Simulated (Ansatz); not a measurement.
# C2H6BF: the cost of one run

Program: Ansatz 0.2.0. Level of theory: RKS revPBE-D4/def2-SVP. These are calculated values, not measurements.

### Step 1. The structure to begin with

Bond lengths: B1–C2 1.600 Å, C2–H3 1.110 Å, C2–H4 1.110 Å, C2–H5 1.110 Å, B1–C6 1.600 Å, C6–H7 1.110 Å, C6–H8 1.110 Å, C6–H9 1.110 Å, B1–F10 1.320 Å. Angles (14 of 15 angles, heavy atoms first): C2–B1–C6 120.0°, C2–B1–F10 120.0°, C6–B1–F10 120.0°, B1–C2–H3 109.5°, B1–C2–H4 109.5°, B1–C2–H5 109.5°, B1–C6–H7 109.5°, B1–C6–H8 109.5°, B1–C6–H9 109.5°, H3–C2–H4 109.4°, H3–C2–H5 109.4°, H4–C2–H5 109.4°, H7–C6–H8 109.4°, H7–C6–H9 109.4°.

Structure file:

```xyz
10

B     0.0000    0.0000    0.0000
C     0.0000    0.0000    1.6000
H    -0.9996   -0.3092    1.9705
H     0.7676   -0.7111    1.9705
H     0.2320    1.0203    1.9705
C     1.3856    0.0000   -0.8000
H     1.7152   -1.0462   -0.9702
H     1.2491    0.5080   -1.7774
H     2.1552    0.5381   -0.2082
F    -1.1431    0.0000   -0.6600
```

### Step 2. Preparing the start

File input.yaml:

```yaml
crystal:
  periodic: [false, false, false]
  atoms:
    - { symbol: B, position_ang: [0.0, 0.0, 0.0] }
    - { symbol: C, position_ang: [0.0, 0.0, 1.6] }
    - { symbol: H, position_ang: [-0.9996, -0.3092, 1.9705] }
    - { symbol: H, position_ang: [0.7676, -0.7111, 1.9705] }
    - { symbol: H, position_ang: [0.232, 1.0203, 1.9705] }
    - { symbol: C, position_ang: [1.3856, 0.0, -0.8] }
    - { symbol: H, position_ang: [1.7152, -1.0462, -0.9702] }
    - { symbol: H, position_ang: [1.2491, 0.508, -1.7774] }
    - { symbol: H, position_ang: [2.1552, 0.5381, -0.2082] }
    - { symbol: F, position_ang: [-1.1431, 0.0, -0.66] }
basis:
  gaussian: { orbitals: def2-SVP }
hamiltonian:
  xc: revpbe
  dispersion: d4
relax:
  f_tol: 0.02
  max_steps: 40
```

Started as:

```bash
$ ansatz run input.yaml --threads 1 --pin off --max-ram 2048MiB --backend cpu --events-out ev --progress --plain --runs-dir out
```

What time and memory should one allow on 1 thread of Arm Neoverse V2, shared host?

About 20 s, with a peak of 0.12 GiB.
